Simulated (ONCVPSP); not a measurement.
**Pseudopotential generation for arsenic: ONCV, PBE**

Aim: build the potential from the settings below, then test how well it stands in for the atom: other configurations, scattering, ghost states and the plane-wave cutoff that it needs.

Program: ONCVPSP 4.0.1.1 (patched build). Reference atom: PBE, scalar-relativistic, spherical and spin-unpolarised. All values are calculated.

15 further runs of the same task are left out: 1 that didn't finish, 14 set aside as unsound or not needed.

### Step 1. Settings

Typed settings, in words:

```
element                 : arsenic (As, Z = 33)
type                    : optimised norm-conserving Vanderbilt (ONCV)
frozen core             : [Ar]
valence charge          : 15
reference configuration : 3d10 4s2 4p3
partial waves           : 4s: rc 1.40 bohr, ncon 4, nbas 9, qcut 5.5 1/bohr, 2 projectors, debl 0.4 Ha; 4p: rc 1.90 bohr, ncon 4, nbas 7, qcut 5 1/bohr, 2 projectors, debl 0.5 Ha; 3d: rc 1.25 bohr, ncon 4, nbas 8, qcut 13.8 1/bohr, local
local potential         : the d channel
core correction         : Teter function, parameters optimised by the program
```

An earlier all-electron run gives the scale for the radii.

All-electron outer shells of the reference configuration (PBE, scalar-relativistic, ld1.x):

| shell | level (eV) | outermost node (bohr) | outermost maximum (bohr) |
| --- | --- | --- | --- |
| 3s | -190.31 | 0.25 | 0.52 |
| 3p | -133.68 | 0.22 | 0.52 |
| 3d | -40.65 | – | 0.47 |
| 4s | -14.49 | 0.73 | 1.61 |
| 4p | -5.19 | 0.78 | 2.00 |

### Step 2. Generation

As.dat reads:

```
# ATOM AND REFERENCE CONFIGURATION
# atsym  z   nc   nv     iexc    psfile
  As 33.00    5    3        4      upf
#
#   n    l    f
    1    0    2.00
    2    0    2.00
    2    1    6.00
    3    0    2.00
    3    1    6.00
    3    2   10.00
    4    0    2.00
    4    1    3.00
#
# PSEUDOPOTENTIAL AND OPTIMIZATION
# lmax
    2
#
#   l,   rc,      ep,       ncon, nbas, qcut
    0    1.40    0.00    4    9    5.50
    1    1.90    0.00    4    7    5.00
    2    1.25    0.00    4    8   13.80
#
# LOCAL POTENTIAL
# lloc, lpopt,  rc(5),   dvloc0
    2    5    1.25    0.00
#
# VANDERBILT-KLEINMAN-BYLANDER PROJECTORs
# l, nproj, debl
    0    2    0.40
    1    2    0.50
    2    0    1.50
#
# MODEL CORE CHARGE
# icmod, fcfact, rcfact
    4    0.55    0.00
#
# LOG DERIVATIVE ANALYSIS
# epsh1, epsh2, depsh
   -3.00    5.00    0.02
#
# OUTPUT GRID
# rlmax, drl
    6.00    0.01
#
# TEST CONFIGURATIONS
# ncnf
    4
# nvcnf
#   n    l    f
    3
    3    2   10.00
    4    0    2.00
    4    1    2.00
#
    3
    3    2   10.00
    4    0    2.00
    4    1    1.00
#
    3
    3    2   10.00
    4    0    2.00
    4    1    0.00
#
    3
    3    2   10.00
    4    0    2.00
    4    1    2.50
#
```

Started as:

```sh
$ oncvpsp.x < As.dat > As.out
```

What does the calculation give? Wanted: cutoffs for 1 and 0.1 mHa per electron, occupied waves; bound ghosts; GHOST(+) flags; largest test error; largest phase difference near zero energy, channels read; rms error of d²Exc/dn², without and with the model core; projector energies reset by the program.

As calculated:

| quantity | value |
| --- | --- |
| cutoffs for 1 and 0.1 mHa per electron, occupied waves | 74 Ha and 82 Ha |
| bound ghosts | s at -147.16 eV |
| GHOST(+) flags | s at 562 eV, p at 4 eV |
| largest test error (AE − PS) | -6.6 meV, for 3d10 4s2 4p0 |
| largest phase difference near zero energy, channels read | 3.142 rad |
| rms error of d²Exc/dn², without and with the model core | 6.12 and 0.17 mHa |
| projector energies reset by the program | s: -0.533, 0.250 Ha |

What this shows: A bound ghost (s) makes it unfit for use: electrons can fall into a state that the atom doesn't have. The worst unpolarised test, 3d10 4s2 4p0, is off by 6.6 meV on 54.8 eV; by total energies transferability rates as good. Atomic tests can pass in spite of a ghost, since they solve only for the levels asked. It counts as very hard, with 74 Ha needed at the looser tolerance. At the looser tolerance the 3d wave is the slowest; 4s needs 10 Ha. Of the channels read, p scatters worst near zero energy, by up to 3.14 rad. A step near π is an extra or missing state, not a misfit of shape. The pseudo curves have a pole with no partner nearby in the atom's: p at 0.12 Ha. At positive energy that is a spurious or a displaced resonance. The program also flags highly localised states, GHOST(+) (s, p).
